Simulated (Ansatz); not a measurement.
# CH4AlNOSe: vertical spin-state energies

Which spin state of CH4AlNOSe lies lowest at this geometry? Aim: vertical spin-state energies, for CH4AlNOSe, run from a script. SMILES: O[C]1([SeH])[NH][AlH]1.

Computed with the Python package of Ansatz 0.2.0. Level of theory: r2SCAN/def2-SVPD.

**1. Starting point**

Bond lengths: O1–C2 1.366 Å, C2–Se3 1.936 Å, C2–N4 1.410 Å, C2–Al5 1.918 Å, N4–Al5 1.888 Å, O1–H6 1.005 Å, Se3–H7 1.593 Å, N4–H8 1.044 Å, Al5–H9 1.571 Å. Angles: O1–C2–Se3 114.7°, O1–C2–N4 115.4°, O1–C2–Al5 117.3°, Se3–C2–N4 114.6°, Se3–C2–Al5 119.2°, N4–C2–Al5 67.1°, C2–O1–H6 107.7°, C2–Se3–H7 90.8°, C2–N4–Al5 69.4°, C2–N4–H8 111.4°, Al5–N4–H8 105.8°, C2–Al5–N4 43.5°, C2–Al5–H9 145.4°, N4–Al5–H9 148.7°.

No structure file is read: the coordinates are typed or built in the script.

**2. The script**

Contents of ch4alnose_spin.py:

```python
# -*- coding: utf-8 -*-
"""Gap between spin states of CH4AlNOSe at one geometry."""

from dataclasses import dataclass

import ansatz


@dataclass(frozen=True)
class Options:
    basis_set: str = "def2-SVPD"
    functional: str = "r2SCAN"


settings = Options()

ch4alnose = (
    ansatz.Crystal.molecule()
    .atom("O", (-0.1775, 1.173, 1.0163))
    .atom("C", (-0.1103, 0.047, 0.2464))
    .atom("Se", (0.4522, -1.5457, 1.1915))
    .atom("N", (-1.1912, -0.1461, -0.6376))
    .atom("Al", (0.3839, 0.2662, -1.594))
    .atom("H", (-0.8938, 1.028, 1.7068))
    .atom("H", (1.8731, -0.8919, 1.493))
    .atom("H", (-1.3689, -1.1615, -0.8055))
    .atom("H", (1.121, 1.1847, -2.6339))
)

setup = (
    ch4alnose.calculation()
    .basis(gaussian=settings.basis_set)
    .functional(settings.functional)
)
found = {}
for unpaired in [0, 2]:
    r = setup.spin("collinear", total=unpaired).run(threads=1).report
    s = unpaired / 2
    found[unpaired] = r["free_energy_ev"]
    print(f"2S+1 = {unpaired + 1}: E = {found[unpaired]:.5f} eV, <S^2> = {abs(r['mean_field']['state']['spin_squared']):.3f} (pure state {s * (s + 1):.2f})")
lowest = min(found, key=found.get)
for unpaired, e in found.items():
    print(f"multiplicity {unpaired + 1}: {(e - found[lowest]):.3f} eV above the lowest")
```

**3. The calls as engine input**

The engine receives this input (first run):

```yaml
crystal:
  periodic: [false, false, false]
  atoms:
    - { symbol: O, position_ang: [-0.1775, 1.173, 1.0163] }
    - { symbol: C, position_ang: [-0.1103, 0.047, 0.2464] }
    - { symbol: Se, position_ang: [0.4522, -1.5457, 1.1915] }
    - { symbol: "N", position_ang: [-1.1912, -0.1461, -0.6376] }
    - { symbol: Al, position_ang: [0.3839, 0.2662, -1.594] }
    - { symbol: H, position_ang: [-0.8938, 1.028, 1.7068] }
    - { symbol: H, position_ang: [1.8731, -0.8919, 1.493] }
    - { symbol: H, position_ang: [-1.3689, -1.1615, -0.8055] }
    - { symbol: H, position_ang: [1.121, 1.1847, -2.6339] }
basis:
  gaussian:
    orbitals: def2-SVPD
hamiltonian:
  xc: r2scan
magnetization:
  spin_polarized: true
  initial_magnetization: 0.0
```

**4. Running it**

The run is started by

```console
> python ch4alnose_spin.py
```

**Question.** Which spin state is lowest at this geometry, and how far above lie the others?

The runs gave:

| quantity | value |
| --- | --- |
| runs compared | 2 |
| lowest | run 1 (2S+1 = 1) |
| next above it by | 1.201 eV |

**Reading.** In order: multiplicity 1 (+0.00 eV) and multiplicity 3 (+1.20 eV), all at the one geometry. The geometry is a force-field or estimated start, not a minimum of this method, and the basis set is short of its limit. All parts are taken at fixed geometry, without zero-point energy.
